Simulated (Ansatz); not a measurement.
ZnS, space group F-43m, a convergence test of the k-point mesh

Computed with Ansatz 0.2.0 through its Python package.

Typed at the interpreter:
```pycon
>>> import ansatz as az
>>> import pandas as pd
>>> OCCUPATIONS = "Fixed"
>>> xtal = (
...     az.Lattice.of([0.0, 2.702, 2.702], [2.702, 0.0, 2.702], [2.702, 2.702, 0.0])
...     .atom("Zn", [0.25, 0.25, 0.25])
...     .atom("S", [0.0, 0.0, 0.0])
... )
>>> [site.symbol for site in xtal.resolved().sites]
['Zn', 'S']
>>> model = xtal.calculation().occupations(OCCUPATIONS).stress()
>>> rows = []
>>> for value in [0.8, 0.6, 0.5, 0.4, 0.33]:
...     summary = model.kpoints(spacing=value).run(threads=1).report
...     rows.append((value, summary["free_energy_ev"] / len(summary["lattice"]["sites"]), summary["n_iterations"], sum(summary["stress_gpa"][i][i] for i in range(3)) / 3, summary["n_kpoints"]))
...
DeckWarning: basis.ecutwfc = 420 eV, auto-derived from the records' recommended cutoffs: set by Zn (normal level)
>>> table = pd.DataFrame(rows, columns=["spacing (1/A)", "F/atom (eV)", "iterations", "P (GPa)", "k-points"])
>>> table.round(5)
   spacing (1/A)  F/atom (eV)  iterations  P (GPa)  k-points
0           0.80  -2111.25581           6  2.86312         4
1           0.60  -2111.34173           7  1.90207         8
2           0.50  -2111.35935           6  1.67413        10
3           0.40  -2111.36352           6  1.61807        16
4           0.33  -2111.36465           6  1.60276        20
>>> # differences from the last row
>>> for row in rows[:-1]:
...     shift = 1000 * (row[1] - rows[-1][1])
...     print(f"{row[0]}: {shift:+.2f} meV/atom" + ("  (within 1 meV)" if abs(shift) < 1 else ""))
...
0.8: +108.85 meV/atom
0.6: +22.93 meV/atom
0.5: +5.30 meV/atom
0.4: +1.13 meV/atom
```

Notes:
- Of the deposited cell: the entry's cell lengths or inner coordinates differ somewhat from later room-temperature determinations.
- Pressure is positive in compression.
- No functional is typed, so the default, PBE, holds.
- The starting cell is as deposited in a crystallographic database; the results hold for this polymorph, which needn't be the stable one.
- Warnings are shown shortened and without file and line.
- Shifts are counted from the finest mesh, which is itself no proven limit.
- By the engine's processor time: 2.6 s on 1 thread of Intel(R) Xeon(R) Processor @ 2.30GHz, on a shared host, peak memory 0.51 GiB.
